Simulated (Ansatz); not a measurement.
# HfSc2N2: from a guess to a relaxed structure

Where does this trial cell of HfSc2N2 go when cell and atoms are let free?

Method: DFT PBE, scalar-relativistic, plane waves, PAW, in Ansatz 0.2.0.

**1. The structure to begin with**

It takes space group I4/mmm (No. 139, tetragonal). The conventional cell has a = 5.984 Å, b = 5.984 Å, c = 5.221 Å, α = 90.00°, β = 90.00°, γ = 90.00°. Around Hf (site symmetry 4/mmm) lie 2 N at 1.72 Å. Around Sc (site symmetry -4m2) lie 2 Sc at 2.61 Å. N (site symmetry 4mm) is surrounded by 1 Hf at 1.72 Å and 1 N at 1.77 Å.

Coordinates:

```cif
data_structure
_symmetry_space_group_name_H-M 'P 1'
_symmetry_Int_Tables_number 1
_cell_length_a 4.9720
_cell_length_b 4.9720
_cell_length_c 4.9720
_cell_angle_alpha 106.003
_cell_angle_beta 106.003
_cell_angle_gamma 116.655
_cell_volume 93.49
loop_
_atom_site_label
_atom_site_type_symbol
_atom_site_fract_x
_atom_site_fract_y
_atom_site_fract_z
_atom_site_occupancy
Hf1 Hf 0.50000 0.50000 0.00000 1
Sc1 Sc 0.25000 0.75000 0.50000 1
Sc2 Sc 0.75000 0.25000 0.50000 1
N1 N 0.16979 0.16979 0.00000 1
N2 N 0.83021 0.83021 0.00000 1
```

Recipe of the guess: random cell by space group and Wyckoff sites (I4/mmm, No. 139). Lengths come from tabulated atomic sizes and are only a guess.

**2. Probe: one point on a coarse mesh**

The input, input.yaml:

```yaml
crystal:
  lattice:
    - [-2.99212765, 2.99212765, 2.61060638]
    - [2.99212765, -2.99212765, 2.61060638]
    - [2.99212765, 2.99212765, -2.61060638]
  atoms:
    - { symbol: Hf, position: [0.5, 0.5, 0.0] }
    - { symbol: Sc, position: [0.25, 0.75, 0.5] }
    - { symbol: Sc, position: [0.75, 0.25, 0.5] }
    - { symbol: "N", position: [0.16979033, 0.16979033, 0.0] }
    - { symbol: "N", position: [0.83020967, 0.83020967, 0.0] }
basis:
  ecutwfc: 420
kpoints:
  mp_grid: { grid: [4, 4, 4] }
hamiltonian:
  xc: pbe
scf:
  occupations: { method: gaussian, width: 0.1 }
  lower_state_search: "off"
output:
  forces: true
  stress: true
  eigenvalues: true
```

Started as:

```sh
> ansatz run input.yaml --threads 1 --pin off --max-ram 2560MiB --backend cpu --events-out ev --progress --plain --runs-dir out
```

Further runs follow: a loose first relaxation; spin check on a coarse mesh; full relaxation.

What does the calculation give? Wanted: conventional cell; volume; energy over the elements; gap on the mesh.

**Answer**, as computed:

| quantity | value |
| --- | --- |
| symmetry at the end (tolerance 0.05 Å) | space group I4/mmm (No. 139) |
| conventional cell | a = 5.305 Å, b = 5.305 Å, c = 5.577 Å, α = 90.00°, β = 90.00°, γ = 90.00° |
| volume | 15.70 Å³/atom |
| energy over the elements (uncorrected; H, N, O, F and Cl as molecules) | +0.12 eV/atom |
| gap on the mesh | none (metal) |

The space group I4/mmm (No. 139) is kept, and the volume per atom shrinks by 16.1 % from the first guess. With a positive formation energy it can't be a ground state. No finished test with a distortion of lower symmetry is shown, so the end may be a saddle point. Spin-orbit coupling is left out for Hf. Other magnetic orders were not searched.
